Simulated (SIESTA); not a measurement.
A run of SIESTA 5.4.2:

BiTe.fdf

```
SystemName                      BiTe
SystemLabel                     BiTe
NumberOfSpecies                 2
NumberOfAtoms                   2
%block ChemicalSpeciesLabel
  1  83 Bi
  2  52 Te
%endblock ChemicalSpeciesLabel

LatticeConstant                 4.5394416600 Ang
%block LatticeParameters
  1.0000000000 1.0147886161 1.0232514454 59.1294230002 58.8525856695 60.1907303799
%endblock LatticeParameters
AtomicCoordinatesFormat         Fractional
%block AtomicCoordinatesAndAtomicSpecies
     0.0000000000     0.0000000000     0.0000000000  1  Bi
     0.5000000000     0.5000000000     0.5000000000  2  Te
%endblock AtomicCoordinatesAndAtomicSpecies

%block kgrid.MonkhorstPack
    8   0   0  0.0
    0   8   0  0.0
    0   0   8  0.0
%endblock kgrid.MonkhorstPack
XC.Functional                   VDW
XC.Authors                      LMKLL
PAO.BasisSize                   DZP
PAO.EnergyShift                 0.002 Ry
Mesh.Cutoff                     500 Ry
PAO.SplitNorm                   0.2
OccupationFunction              FD
ElectronicTemperature           0.05 eV
MaxSCFIterations                120
SCF.MustConverge                false
SCF.Mixer.Method                Pulay
SCF.Mixer.Weight                0.25
SCF.Mixer.History               8
SCF.DM.Tolerance                5.0e-05
SCF.H.Tolerance                 1.0e-03 eV
WriteForces                     true
Charge.Mulliken                 end
Charge.Hirshfeld                end
Charge.Voronoi                  end
Charge.Mulliken.Format          2
SaveRho                         true
SaveElectrostaticPotential      true
```

Potentials or basis: PseudoDojo 0.5 standard (PBE files), DZP (energy shift 0.002 Ry).

The run is started by

```sh
$ siesta < BiTe.fdf > BiTe.out 2>&1
```

Hardware: 1 thread of Arm Neoverse V1, with other jobs on the host.

Problem. Estimate the wall time of this run.

Solution. Wall time 46 s on 1 thread of Arm Neoverse V1, on a shared host, peak memory 0.32 GiB. Counts: scf iterations 8, k points 296, bands 36.
